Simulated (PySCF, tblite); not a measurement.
# C2H12SSi3: geometry, infrared bands and NMR shifts

Wanted: the infrared bands and NMR shifts of C2H12SSi3 (`C[SiH2]C[SiH2]S[SiH3]`), by calculation.

The runs use tblite 0.8.0 and PySCF 2.14.0, with density-fitted response routines of our own; the level of theory stands in each step. All values are computed, except where a source is named. Atoms are numbered from 0 throughout.

## Step 1: The starting structure

18 atoms, charge 0, multiplicity 1; geometry from: force field or distance geometry start.

Bonds of the start (Å): C0–Si1 1.86, Si1–C2 1.87, C2–Si3 1.86, Si3–S4 2.14, S4–Si5 2.15, C0–H6 1.11, C0–H7 1.10, C0–H8 1.11, Si1–H9 1.45, Si1–H10 1.48, C2–H11 1.11, C2–H12 1.12, Si3–H13 1.44, Si3–H14 1.49, Si5–H15 1.47, Si5–H16 1.47, Si5–H17 1.46.

## Step 2: Optimising the geometry with GFN2-xTB

Job settings and geometry (Å):

```
{"job": {"kind": "relax", "xc": "GFN2-xTB", "basis": "xTB"}, "charge": 0, "multiplicity": 1}
C     -3.470400    -0.060300     0.374900
Si    -1.889400    -0.493300    -0.496600
C     -0.491900    -0.183500     0.708100
Si     0.762800     1.027900     0.072400
S      2.188500     0.130000    -1.241900
Si     3.988200    -0.286800    -0.149100
H     -3.274200    -0.133800     1.469000
H     -4.282700    -0.757500     0.111800
H     -3.795800     0.980800     0.188500
H     -1.732400     0.181000    -1.767400
H     -1.924900    -1.960700    -0.721100
H      0.027400    -1.152600     0.878500
H     -0.916500     0.203000     1.672900
H      0.182000     2.180700    -0.573800
H      1.502600     1.521300     1.264600
H      3.967800    -1.715000     0.190200
H      5.201300     0.069600    -0.893500
H      3.948800     0.455300     1.106500
```

Started as:

```bash
$ OMP_NUM_THREADS=1 python probes_run.py task.json out
```

The driver reads the jobs from task.json and runs them one after another.

**Question.** This job is followed by: GFN2-xTB harmonic vibrations, gas phase; GIAO PBE0/pcSseg-1 NMR shielding, non-relativistic, gas phase. What will the session give for the following? strongest single infrared mode (GFN2-xTB); zero-point energy (GFN2-xTB); 13C shifts against TMS (PBE0/pcSseg-1); 1H shifts against TMS (PBE0/pcSseg-1, means over atoms taken as alike); 29Si shifts against TMS (PBE0/pcSseg-1); 33S shifts against CS2 (PBE0/pcSseg-1).

The runs gave:

```
                                                              quantity                              value
                             strongest single infrared mode (GFN2-xTB)               800 cm⁻¹, 625 km/mol
                                          zero-point energy (GFN2-xTB)                      77.1 kcal/mol
                                13C shifts against TMS (PBE0/pcSseg-1)                     -4.8, -6.8 ppm
1H shifts against TMS (PBE0/pcSseg-1, means over atoms taken as alike)  5.04, 4.59, 4.38, 0.23, -0.03 ppm
                               29Si shifts against TMS (PBE0/pcSseg-1)            -26.7, -47.4, -59.8 ppm
                                33S shifts against CS2 (PBE0/pcSseg-1)                           -327 ppm
```

What this shows: Over 189 steps the energy fell by 0.425 eV; of the close pairs, Si1–C2 changed most, 1.871 to 1.911 Å. No mode is imaginary among the 48: a minimum at this level. The strongest single mode, at 800 cm⁻¹, is spread over many atoms; the largest shares are those of H17, H15. GFN2-xTB is a fitted tight-binding method: band positions and strengths are rough. Its intensities can rank the bands wrongly. At PBE0/pcSseg-1: The largest span, 94 ppm, is at Si3, where the paramagnetic term is -505 ppm.
